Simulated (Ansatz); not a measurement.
**C₂H₇GeNO: basis-set convergence**

An exercise on one series of results from a longer session: the logs are not shown, and one member is left open.

Computed with Ansatz 0.2.0, Gaussian basis. Level: one geometry, several basis sets.

The runs, in order: PBE0-D4/def2-SVP; ωB97M-V/def2-SVP; PBE0-D4/def2-QZVPP; ωB97M-V/def2-QZVPP; the functionals' def2-TZVPP values are taken from earlier runs.

**The relaxed structure**

An earlier PBE0-D4 in a triple-zeta def2 set relaxation fixed the geometry.

SMILES `C[N](C)[Ge][OH]`, 12 atoms, charge 0, spin multiplicity 1.

Atoms are counted from 1 here; the program's logs count them from 0.

Bond lengths: C1–N2 1.437 Å, C1–H6 1.099 Å, C1–H7 1.092 Å, C1–H8 1.098 Å, N2–C3 1.443 Å, N2–Ge4 1.842 Å, C3–H9 1.094 Å, C3–H10 1.098 Å, C3–H11 1.098 Å, Ge4–O5 1.793 Å, O5–H12 0.961 Å. Angles: N2–C1–H6 111.6°, N2–C1–H7 111.8°, N2–C1–H8 111.2°, H6–C1–H7 107.5°, H6–C1–H8 107.4°, H7–C1–H8 107.1°, C1–N2–C3 112.7°, C1–N2–Ge4 129.8°, C3–N2–Ge4 117.5°, N2–C3–H9 110.3°, N2–C3–H10 111.6°, N2–C3–H11 111.6°, H9–C3–H10 107.9°, H9–C3–H11 107.8°, H10–C3–H11 107.5°, N2–Ge4–O5 101.9°, Ge4–O5–H12 117.7°.

Set-up of the first run:

in.yaml reads:

```yaml
crystal:
  periodic: [false, false, false]
  atoms:
    - {symbol: C, position_ang: [-0.540752, 0.492461, 0.835465]}
    - {symbol: N, position_ang: [0.159405, -0.194068, -0.214467]}
    - {symbol: C, position_ang: [0.640219, -1.492081, 0.192145]}
    - {symbol: Ge, position_ang: [0.515003, 0.342312, -1.940222]}
    - {symbol: O, position_ang: [-0.206489, 1.983134, -1.973517]}
    - {symbol: H, position_ang: [0.113933, 0.692566, 1.694691]}
    - {symbol: H, position_ang: [-0.940733, 1.450386, 0.497146]}
    - {symbol: H, position_ang: [-1.390020, -0.100764, 1.200722]}
    - {symbol: H, position_ang: [1.162009, -1.980069, -0.636303]}
    - {symbol: H, position_ang: [-0.183495, -2.148003, 0.504743]}
    - {symbol: H, position_ang: [1.341874, -1.418410, 1.034051]}
    - {symbol: H, position_ang: [-0.593852, 2.317436, -1.160454]}
basis:
  gaussian: {orbitals: def2-SVP}
hamiltonian: {xc: pbe0, dispersion: d4}
output: {orbitals: {seedname: orbitals}}
```

The run is started by

```bash
$ ansatz run in.yaml --threads 4 --pin off --events-out ev --progress --plain --max-ram 10444MiB
```

Steps of the session up to this table: PBE0-D4 in def2-SVP; ωB97M-V in def2-SVP; PBE0-D4 in def2-QZVPP; ωB97M-V in def2-QZVPP.

One of the session's tables, all rows but one given; the rest of the session is left out.

It belongs to the step «Functionals by basis». 

```
functional       basis  HOMO (eV)
   PBE0-D4    def2-SVP      -6.65
   PBE0-D4  def2-TZVPP          ?
   PBE0-D4  def2-QZVPP      -6.77
   ωB97M-V    def2-SVP      -8.87
   ωB97M-V  def2-TZVPP      -8.97
   ωB97M-V  def2-QZVPP      -9.00
```

Estimate the missing values for PBE0-D4, def2-TZVPP.

As computed: HOMO (eV): -6.74. In the column «HOMO (eV)» it lies between PBE0-D4, def2-QZVPP (-6.77) and PBE0-D4, def2-SVP (-6.65).
